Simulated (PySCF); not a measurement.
**C₄H₁₀N₂Si: electronic excitations**

What electronic excitations should C₄H₁₀N₂Si (`CN[C@@H]1C=N[SiH2]C1`) show?

Computed with PySCF 2.14.0, with density-fitted response routines of our own, on a single molecule in the gas phase. Atoms count from 0, in the outputs and in this text.

## (1) The starting structure

17 atoms, charge 0, multiplicity 1; geometry from: GFN2-xTB.

Bonds of the start (Å): C0–N1 1.45, N1–C2 1.45, C2–C3 1.51, C3–N4 1.26, N4–Si5 1.75, Si5–C6 1.91, C6–C2 1.54, C0–H7 1.10, C0–H8 1.09, C0–H9 1.09, N1–H10 1.02, C2–H11 1.10, C3–H12 1.09, Si5–H13 1.46, Si5–H14 1.46, C6–H15 1.09, C6–H16 1.09.

## (2) Ultraviolet spectrum: B3LYP/def2-SVPD

The job: settings as JSON, then the geometry in Å.

```
{"job": {"kind": "uv", "xc": "B3LYP", "basis": "def2-SVPD", "nstates": 8, "ntriplets": 3}, "charge": 0, "multiplicity": 1}
C      2.403347    -0.354791    -0.211220
N      1.282816     0.473443    -0.605683
C     -0.017802    -0.127323    -0.400926
C     -1.082312     0.702642    -1.079347
N     -2.215383     0.873277    -0.559631
Si    -2.336487     0.096287     1.004820
C     -0.476813    -0.341739     1.057738
H      2.411130    -0.621546     0.855334
H      2.376113    -1.275214    -0.795338
H      3.326366     0.174956    -0.442386
H      1.325697     1.367563    -0.124819
H     -0.005086    -1.093436    -0.926323
H     -0.844043     1.143209    -2.041865
H     -3.199675    -1.077537     0.923818
H     -2.767880     1.069677     2.000549
H     -0.250513    -1.347724     1.402088
H      0.063528     0.350286     1.706400
```

Level: TDDFT B3LYP/def2-SVPD, vertical, gas phase, core orbitals frozen in the response.

Started as:

```bash
OMP_NUM_THREADS=1 python probes_run.py task.json out
```

One launch serves the whole session: the jobs run in the order shown.

Predict these results of the whole session: lowest singlet (B3LYP/def2-SVPD); brightest single state of those computed; lowest triplet.

**Answer**, as computed:

```
                                quantity                        value
        lowest singlet (B3LYP/def2-SVPD)  4.32 eV (287 nm), f = 0.001
brightest single state of those computed  state 4, 5.91 eV, f = 0.033
                          lowest triplet                      3.77 eV
```

In words: The first singlet state (HOMO→LUMO 0.58, HOMO−1→LUMO 0.41) lies at 4.32 eV and is weak; of the 8 states computed, the strongest absorption comes from state 4 at 5.91 eV. The lowest triplet lies 0.55 eV below the lowest singlet (triplets in Tamm-Dancoff, singlets in full TDDFT).
